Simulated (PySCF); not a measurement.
# C4H8AsBO: the cost of one run

The runs use PySCF 2.14.0, with density-fitted response routines of our own; the level of theory stands in each step. All values are computed, except where a source is named. Atoms count from 0, in the outputs and in this text.

## 1. The starting structure

15 atoms, charge 0, multiplicity 1; geometry from: GFN2-xTB.

Bonds of the start (Å): C0–O1 1.40, O1–C2 1.43, C2–B3 1.54, B3–As4 1.99, C2–C5 1.53, C5–C6 1.29, C6–C2 1.53, C0–H7 1.09, C0–H8 1.10, C0–H9 1.10, B3–H10 1.17, As4–H11 1.50, As4–H12 1.49, C5–H13 1.06, C6–H14 1.06.

## 2. Ultraviolet spectrum: CAM-B3LYP/def2-SVPD

What the job is given:

```
{"job": {"kind": "uv", "xc": "CAM-B3LYP", "basis": "def2-SVPD", "nstates": 8, "ntriplets": 3}, "charge": 0, "multiplicity": 1}
C     -1.535281    -1.057831    -0.557859
O     -0.488197    -0.253056    -1.026490
C      0.038525     0.624833    -0.026385
B      1.233202     0.113302     0.792048
As     1.883422    -1.746356     0.488931
C     -0.152061     2.101889    -0.367709
C     -0.958191     1.648887     0.530419
H     -1.856924    -1.675742    -1.394337
H     -1.204183    -1.708204     0.266975
H     -2.380295    -0.449444    -0.210507
H      1.654119     0.814105     1.635912
H      3.340034    -1.414794     0.649121
H      1.981564    -1.607368    -0.993450
H      0.206173     2.859356    -1.018012
H     -1.766321     1.758412     1.209431
```

With the program's defaults for keys left out, this is: TDDFT CAM-B3LYP/def2-SVPD, vertical, gas phase, core orbitals frozen in the response.

Run with:

```bash
OMP_NUM_THREADS=1 python probes_run.py task.json out
```

One launch serves the whole session: the jobs run in the order shown.

**Question.** How long does this job take on 1 thread of AMD EPYC, shared host, and how much memory does it need?

About 2.2 min, with a peak of 1 GiB.
